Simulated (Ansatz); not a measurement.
# C2H2Cl2Si: the cost of one run

Program: Ansatz 0.2.0, Gaussian basis. Level of theory: the settings change from run to run. These are calculated values, not measurements.

### Step 1. The relaxed structure

The structure was relaxed beforehand with PBE0-D4 in a triple-zeta def2 set.

7 atoms, charge 0, spin multiplicity 1.

Atoms are counted from 1 here; the program's logs count them from 0.

Bond lengths: Cl1–C2 1.692 Å, C2–C3 1.328 Å, C2–Si5 1.816 Å, C3–Cl4 1.692 Å, C3–Si5 1.816 Å, Si5–H6 1.482 Å, Si5–H7 1.482 Å. Angles: Cl1–C2–C3 136.5°, Cl1–C2–Si5 154.9°, C3–C2–Si5 68.5°, C2–C3–Cl4 136.5°, C2–C3–Si5 68.5°, Cl4–C3–Si5 154.9°, C2–Si5–C3 42.9°, C2–Si5–H6 121.6°, C2–Si5–H7 121.6°, C3–Si5–H6 121.6°, C3–Si5–H7 121.6°, H6–Si5–H7 111.4°.

### Step 2. wB97X/ANO-RCC-VTZP

Options: unrestricted orbitals.

Input file in.yaml:

```yaml
crystal:
  periodic: [false, false, false]
  atoms:
    - {symbol: Cl, position_ang: [-0.295353, -1.721850, 1.935854]}
    - {symbol: C, position_ang: [-0.097865, -0.611284, 0.675304]}
    - {symbol: C, position_ang: [0.364704, -0.638040, -0.569297]}
    - {symbol: Cl, position_ang: [1.022448, -1.798045, -1.610036]}
    - {symbol: Si, position_ang: [-0.200811, 1.024108, -0.106634]}
    - {symbol: H, position_ang: [-1.488192, 1.571224, -0.596819]}
    - {symbol: H, position_ang: [0.756369, 2.105887, 0.225828]}
basis:
  gaussian: {orbitals: ANO-RCC-VTZP}
magnetization: {spin_polarized: true, initial_magnetization: 0}
hamiltonian: {xc: {name: wB97X}}
output: {forces: true}
```

Started as:

```console
> ansatz run in.yaml --threads 2 --pin off --events-out ev --progress --plain --max-ram 4352MiB
```

What time and memory should one allow on 2 threads of Arm Neoverse V1, shared host?

About 49 s, with a peak of 1.1 GiB.
